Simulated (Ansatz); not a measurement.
**GaH6O3P: a ladder of functionals and wavefunction methods**

One table from this session's results is given with a row withheld; the runs are named, their logs left out.

The runs use Ansatz 0.2.0, Gaussian basis; functionals in def2-TZVPP, the program's frozen cores in correlated methods.

The runs, in order: LDA (SPW92), PBE-D4, revPBE-D4, BLYP-D4, r2SCAN-D4, B97M-V, PBE0-D4, B3LYP-D4, r2SCANh-D4, r2SCAN0-D4, HSE06-D4, BHLYP-D4, CAM-B3LYP-D4, LC-ωPBE, ωB97X-V, ωB97M-V, B2PLYP, PBE-QIDH; CCSD(T)/def2-SVP; CCSD(T)/def2-TZVPP; MP2/def2-QZVPP; extrapolation to the limit; RPA on PBE.

### The relaxed structure

An earlier PBE0-D4 in a triple-zeta def2 set relaxation fixed the geometry.

SMILES `[OH][Ga-]([OH])([OH])[PH3+]`, 11 atoms, charge 0, spin multiplicity 1.

Atoms are counted from 1 here; the program's logs count them from 0.

Bond lengths: O1–Ga2 1.801 Å, O1–H6 0.959 Å, Ga2–O3 1.801 Å, Ga2–O4 1.801 Å, Ga2–P5 2.576 Å, O3–H7 0.959 Å, O4–H8 0.959 Å, P5–H9 1.409 Å, P5–H10 1.409 Å, P5–H11 1.409 Å. Angles: Ga2–O1–H6 112.3°, O1–Ga2–O3 118.2°, O1–Ga2–O4 118.2°, O1–Ga2–P5 97.8°, O3–Ga2–O4 118.2°, O3–Ga2–P5 97.9°, O4–Ga2–P5 97.8°, Ga2–O3–H7 112.3°, Ga2–O4–H8 112.3°, Ga2–P5–H9 118.9°, Ga2–P5–H10 119.0°, Ga2–P5–H11 118.8°, H9–P5–H10 98.6°, H9–P5–H11 98.6°, H10–P5–H11 98.6°.

Set-up of the first run:

Contents of in.yaml:

```yaml
crystal:
  periodic: [false, false, false]
  atoms:
    - {symbol: O, position_ang: [-1.777244, 0.351677, 1.087567]}
    - {symbol: Ga, position_ang: [-0.221226, -0.481746, 0.728024]}
    - {symbol: O, position_ang: [1.211875, -0.084009, 1.744297]}
    - {symbol: O, position_ang: [-0.286195, -2.103383, -0.053735]}
    - {symbol: P, position_ang: [0.432600, 0.885778, -1.355224]}
    - {symbol: H, position_ang: [-1.725670, 0.896459, 1.875462]}
    - {symbol: H, position_ang: [1.801270, -0.833075, 1.852677]}
    - {symbol: H, position_ang: [-1.183691, -2.431308, -0.138639]}
    - {symbol: H, position_ang: [0.683725, 2.265413, -1.214217]}
    - {symbol: H, position_ang: [1.596465, 0.531641, -2.066798]}
    - {symbol: H, position_ang: [-0.466610, 0.945351, -2.438813]}
basis:
  gaussian: {orbitals: def2-TZVPP}
hamiltonian: {xc: lda}
output: {orbitals: {seedname: orbitals}}
```

On the command line:

```sh
> ansatz run in.yaml --threads 4 --pin off --events-out ev --progress --plain --max-ram 11315MiB
```

Among the steps run: LDA; PBE-D4 (GGA); revPBE-D4 (GGA); BLYP-D4 (GGA); r2SCAN-D4 (meta-GGA); B97M-V (meta-GGA); B3LYP-D4 (hybrid); r2SCANh-D4 (hybrid); r2SCAN0-D4 (hybrid); HSE06-D4 (hybrid); BHLYP-D4 (hybrid); CAM-B3LYP-D4 (range-separated); LC-ωPBE (range-separated); ωB97X-V (range-separated); ωB97M-V (range-separated); B2PLYP (double hybrid); PBE-QIDH (double hybrid).

One table of the session follows, with a row left open; its other results are not shown here.

It belongs to the step «Frontier levels by functional». 

```
  functional  HOMO (eV)  gap (eV)
 LDA (SPW92)      -6.62      5.45
      PBE-D4      -6.43      5.45
   revPBE-D4      -6.36      5.45
     BLYP-D4      -6.35      5.38
   r2SCAN-D4      -6.76      6.05
      B97M-V          ?         ?
     PBE0-D4      -7.96      7.88
    B3LYP-D4      -7.73      7.31
  r2SCANh-D4      -7.33      6.95
  r2SCAN0-D4      -8.19      8.29
    HSE06-D4      -7.55      7.10
    BHLYP-D4      -9.39     10.06
CAM-B3LYP-D4      -9.38     10.15
     LC-ωPBE     -10.69     12.82
     ωB97X-V     -10.36     12.27
     ωB97M-V     -10.29     11.82
```

Q: Estimate the row for B97M-V from the others.

As computed: HOMO (eV): -6.86; gap (eV): 5.98. In the column «HOMO (eV)» it lies between r2SCANh-D4 (-7.33) and r2SCAN-D4 (-6.76).
